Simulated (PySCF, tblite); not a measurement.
# C₆H₅N₂ radical: geometry, infrared bands and EPR parameters

What infrared bands and EPR parameters should C₆H₅N₂ radical (`C#Cc1[c]nn(C)c1`) show?

Programs: tblite 0.8.0 and PySCF 2.14.0, with density-fitted response routines of our own. Each step states its level of theory. These are calculated values for one molecule in the gas phase, unless marked as measured. Atoms count from 0, in the outputs and in this text.

## Step 1: Starting geometry

13 atoms, charge 0, multiplicity 2; geometry from: force field or distance geometry start.

Bonds of the start (Å): C0–C1 1.22, C1–C2 1.43, C2–C3 1.38, C3–N4 1.37, N4–N5 1.33, N5–C6 1.45, N5–C7 1.38, C7–C2 1.39, C0–H8 1.07, C6–H9 1.11, C6–H10 1.12, C6–H11 1.12, C7–H12 1.09.

## Step 2: Relaxing the molecule with GFN2-xTB

Job settings and geometry (Å):

```
{"job": {"kind": "relax", "xc": "GFN2-xTB", "basis": "xTB"}, "charge": 0, "multiplicity": 2}
C      3.510500     0.979700    -0.525500
C      2.416200     0.444900    -0.544900
C      1.149300    -0.216600    -0.544700
C      0.814000    -1.468200    -1.031900
N     -0.525600    -1.644800    -0.807400
N     -1.019400    -0.549900    -0.244000
C     -2.380400    -0.264100     0.162500
C     -0.008300     0.365500    -0.054900
H      4.466200     1.450500    -0.521400
H     -3.130600    -0.670800    -0.550700
H     -2.580000     0.842700     0.174400
H     -2.557800    -0.611900     1.207200
H     -0.158500     1.343500     0.402300
```

The run is started by

```sh
$ OMP_NUM_THREADS=1 python probes_run.py task.json out
```

The driver reads the jobs from task.json and runs them one after another.

**Question.** This job is followed by: GFN2-xTB harmonic vibrations, gas phase; UKS B3LYP, pcH-1 on C H N, non-relativistic, mean-field spin-orbit, GIAO. Predict these results of the whole session: strongest single infrared mode (GFN2-xTB); zero-point energy (GFN2-xTB); g(iso) (B3LYP); ⟨S²⟩; largest a(iso) (averaged by class); potential on the surface of density 0.002 e/bohr³, 1st and 99th percentile.

The runs gave:

| quantity | value |
| --- | --- |
| strongest single infrared mode (GFN2-xTB) | 1543 cm⁻¹, 82 km/mol |
| zero-point energy (GFN2-xTB) | 57.8 kcal/mol |
| g(iso) (B3LYP) | 2.00188 |
| ⟨S²⟩ | 0.756 (exact 0.75) |
| largest a(iso) (averaged by class) | 13C on C3, 638.9 MHz |
| potential on the surface of density 0.002 e/bohr³, 1st and 99th percentile | -1.44 V and 1.55 V |

What this shows: Over 38 steps the energy fell by 0.412 eV; of the close pairs, C3–N4 changed most, 1.370 to 1.293 Å. All 33 modes are real, so the xTB geometry is a minimum. The strongest single mode, at 1543 cm⁻¹, has its largest shares on C2, C7 and C3 (the list is cut at 3 atoms). Unscaled tight-binding wavenumbers are off by several per cent, some by more. Its intensities can rank the bands wrongly. C3 carries the largest spin population, 0.95 e. The isotropic g lies 0.4 ppt below the free-electron value. These values are for one conformer; the search (at its own cheap level) found 1 more, at 0.07 kcal/mol, and measured spectra average over such forms.
